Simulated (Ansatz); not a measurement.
# Al: the cost of one run

Program: Ansatz 0.2.0. Level of theory: DFT LDA, scalar-relativistic, plane waves, PAW. These are calculated values, not measurements.

### 1 The structure to begin with

The structure is cubic, space group Fm-3m (No. 225). The conventional cell has a = 4.050 Å, b = 4.050 Å, c = 4.050 Å, α = 90.00°, β = 90.00°, γ = 90.00°. Al (site symmetry m-3m) has 12 Al at 2.86 Å as nearest neighbours.

As a file:

```cif
data_structure
_symmetry_space_group_name_H-M 'P 1'
_symmetry_Int_Tables_number 1
_cell_length_a 2.8638
_cell_length_b 2.8638
_cell_length_c 2.8638
_cell_angle_alpha 60.000
_cell_angle_beta 60.000
_cell_angle_gamma 60.000
_cell_volume 16.61
loop_
_atom_site_label
_atom_site_type_symbol
_atom_site_fract_x
_atom_site_fract_y
_atom_site_fract_z
_atom_site_occupancy
Al1 Al 0.00000 0.00000 0.00000 1
```

### 2 Relaxing cell and atoms: Al, no spin

input.yaml

```yaml
crystal:
  lattice:
    - [0.0, 2.025, 2.025]
    - [2.025, 0.0, 2.025]
    - [2.025, 2.025, 0.0]
  atoms:
    - { symbol: Al, position: [0.0, 0.0, 0.0] }
scf:
  occupations: { method: gaussian, width: 0.1 }
output:
  forces: true
  stress: true
  eigenvalues: true
  write_density: true
  write_potential: true
  elf: true
  volumetric_format: npy
kpoints:
  mp_grid: { grid: [34, 34, 34] }
hamiltonian:
  xc: lda
relax:
  f_tol: 0.003
  max_steps: 60
  cell: { stress_tol: 0.02 }
```

On the command line:

```bash
$ ansatz run input.yaml --threads 4 --pin off --max-ram 12288MiB --backend cpu --events-out ev --progress --plain --runs-dir out
```

**Question.** How long does this run take on 4 threads of Intel Xeon 6975P-C (Granite Rapids), shared host, and how much memory does it need?

About 8.1 s, with a peak of 0.54 GiB.
